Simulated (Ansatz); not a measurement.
**BiTe under changes of volume**

One of the cells (33.855 Å³/atom); the others are scaled copies at fixed shape and fractional positions:

```
CELL_PARAMETERS angstrom
0.00000 3.23500 3.23500
3.23500 0.00000 3.23500
3.23500 3.23500 0.00000
ATOMIC_POSITIONS crystal
Bi 0.00000 0.00000 0.00000
Te 0.50000 0.50000 0.50000
```

| Quantity | Value |
| --- | --- |
| Program | Ansatz 0.2.0 |
| Functional | LDA |
| Potentials or basis | all-electron LAPW, scalar-relativistic |
| Cutoff | 177 eV (chosen from the basis error) |
| Basis error allowed | 0.001 eV/atom |
| k mesh | 7 × 7 × 7 |
| Occupations | fermi-dirac, width 0.05 eV |
| Spin | no spin polarisation |

```csv
volume (Å³/atom),energy over the lowest point (meV/atom),pressure (GPa)
31.824,0.00,0.5
32.501,0.32,-0.7
33.178,?,?
33.855,14.40,-2.6
34.532,27.24,-3.5
35.209,43.38,-4.2
35.886,62.49,-4.9
```

**Question.** What does the run at 33.178 Å³/atom give?

**Answer.** Energy over the lowest point 5.29 meV/atom; pressure -1.7 GPa.

Worked out: A Birch-Murnaghan fit of order 3 (a polynomial in V^(-2/3)) to the other rows has its minimum at 32.12 Å³/atom with B0 = V·E''(V) = 56 GPa and B' = 4.4. It gives 5.28 meV/atom at 33.178 Å³/atom, against the run's 5.29, and -dE/dV = -1.7 GPa, against -1.7.

Energies are extrapolated to zero smearing.
